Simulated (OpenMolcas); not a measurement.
# Au: CASSCF and CASPT2 terms and fine-structure levels

Which level of Au lies lowest, and where do the others fall? The reference wave functions come first, then spin-orbit coupling, then second-order correlation under several settings.

Program: OpenMolcas 26.06. Level of theory: state-averaged CASSCF and CASPT2, spin-orbit coupling by RASSI with atomic mean-field integrals. These are calculated values, not measurements, unless marked.

3 further runs of the same task are left out: 3 set aside as unsound or not needed.

**1. What is computed**

* Species: Au (gold, Z = 79, 79 electrons)
* Basis: ANO-RCC-VQZP [9s8p6d4f2g1h], 120 functions
* Scalar Hamiltonian: DKH3, point nucleus
* Inactive shells: 1s 2s 2p 3s 3p 3d 4s 4p 4d 4f 5s 5p
* Active space: 11 electrons in 6 orbitals (5d 6s)
* Some configurations of this space: 5d9 6s2, 5d10 6s
* Orbitals: optimised for each spin and parity, averaged over the low roots

Outer shells as boxes (Hund's rule):

5d9 6s2
```
5d [↑↓][↑↓][↑↓][↑↓][↑ ]
6s [↑↓]
```

5d10 6s
```
5d [↑↓][↑↓][↑↓][↑↓][↑↓]
6s [↑ ]
```

The work runs as a chain of OpenMolcas steps in one folder; each step below is one input file. Labels, J, g values, rates, χT and fits are worked out afterwards by a script from the matrices that RASSI stores.

**2. One- and two-electron integrals**

a.inp reads:

```
&GATEWAY
Coord
1

Au 0.0 0.0 0.0
Basis=ANO-RCC-VQZP
Group=XYZ
NoMove
AngMom=0.0 0.0 0.0
AMFI
&SEWARD
Relativistic=R03O02
```

Launch:

```bash
OMP_NUM_THREADS=1 MOLCAS_MEM=2252 MOLCAS_PROJECT=a pymolcas a.inp > a.log
```

**3. Reference wave functions, doublets of even parity, 6 roots**

a.inp reads:

```
&RASSCF
FileOrb=start.orb
Symmetry=1
Spin=2
nActEl=11 0 0
Inactive=15 19
Ras2=6 0
CIRoot=6 6 1
SDav=6
CIMx=300
Iter=120 100
PrWF=0.3
OrbListing=Nothing
MaxOrb=0
Atom
>>> COPY $Project.JobIph JOB001
```

start.orb holds the contracted functions of the basis, ordered by shell, or the orbitals of the step before.

**4. State interaction with spin-orbit coupling**

a.inp reads:

```
&RASSI
NrOfJobIphs=1 6
1 2 3 4 5 6
IphNames
JOB001
EJob
SpinOrbit
DIPRint=1.0
SOCoupling=1000.0
Subsets=2
MEES
Property=10
'ANGMOM' 1 'ANGMOM' 2 'ANGMOM' 3 'MLTPL  1' 1 'MLTPL  1' 2 'MLTPL  1' 3
'AMFI' 1 'AMFI' 2 'AMFI' 3 'MLTPL  2' 6
SOProperty=3
'ANGMOM' 1 'ANGMOM' 2 'ANGMOM' 3
```

**5. CASPT2: IPEA 0.5 (closed shells correlated: none), extended multistate**

a.inp reads:

```
>>> COPY JOB001 $Project.JobIph
&CASPT2
XMultistate=6 1 2 3 4 5 6
Frozen=15 19
IPEA=0.5
MaxIter=60
WThr=0.0 0.3 0.05
PrWF=0.5
NoMix
```

**6. CASPT2: IPEA 0.2, sigma2 regulariser 0.15 (closed shells correlated: none)**

a.inp reads:

```
>>> COPY JOB001 $Project.JobIph
&CASPT2
Multistate=6 1 2 3 4 5 6
NoMult
Frozen=15 19
IPEA=0.2
Sig2=0.15
MaxIter=60
WThr=0.0 0.3 0.05
PrWF=0.5
NoMix
```

**7. CASPT2: IPEA 0.4, sigma1 regulariser 0.1 (closed shells correlated: 4f 5s 5p)**

a.inp reads:

```
>>> COPY JOB001 $Project.JobIph
&CASPT2
Multistate=6 1 2 3 4 5 6
Frozen=14 9
IPEA=0.4
Sig1=0.1
MaxIter=60
WThr=0.0 0.3 0.05
PrWF=0.5
NoMix
```

(Steps that only read results are left out.)

What does the calculation give? Wanted: lowest level; first excited level; strongest of the lines computed, by gA.

**Answer**, as computed:

```
                                                                                   quantity                                                        value
                                                                                     method        XMS-CASPT2, IPEA 0.5 (closed shells correlated: none)
                                                                               lowest level                5d10 6s 2S 1/2, 100 % of that term, g = 2.002
                                                                ground level listed by NIST                                                        2S1/2
                                                                        first excited level                                 5d9 6s2 2D 5/2 at 10460 cm-1
strongest of the lines computed, by gA (one parity, so forbidden lines), at CASSCF energies  5d9 6s2 2D 3/2 → 5d9 6s2 2D 5/2, 817.3 nm, A = 2.98e+01 s⁻¹
```

Cost and accuracy by method:

| method | time of its own steps | time with the reference | mean absolute difference from the measured levels (cm-1) |
| --- | --- | --- | --- |
| A. CASSCF | 7.3 s | 7.3 s | 4100 |
| B. XMS-CASPT2, IPEA 0.5, +none | 0.72 s | 8 s | 1300 |
| C. SS-CASPT2, IPEA 0.2, sigma2 regulariser 0.15, +none | 1.9 s | 9.2 s | 1200 |
| D. SS-CASPT2, IPEA 0.4, sigma1 regulariser 0.1, +4f 5s 5p | 4.9 s | 12 s | 1200 |

Times are of one thread on a shared host.

**Reading.** Method D lies closest to the measured levels (1200 cm⁻¹ on average) and A farthest (4100). Only the configurations of the active space and the roots asked for are present. CASPT2 does not keep the components of a term degenerate, and the means are used. Configurations with different d counts are hard to place against each other, and can be off by thousands to tens of thousands of cm-1. Levels of other configurations are missing from the list.
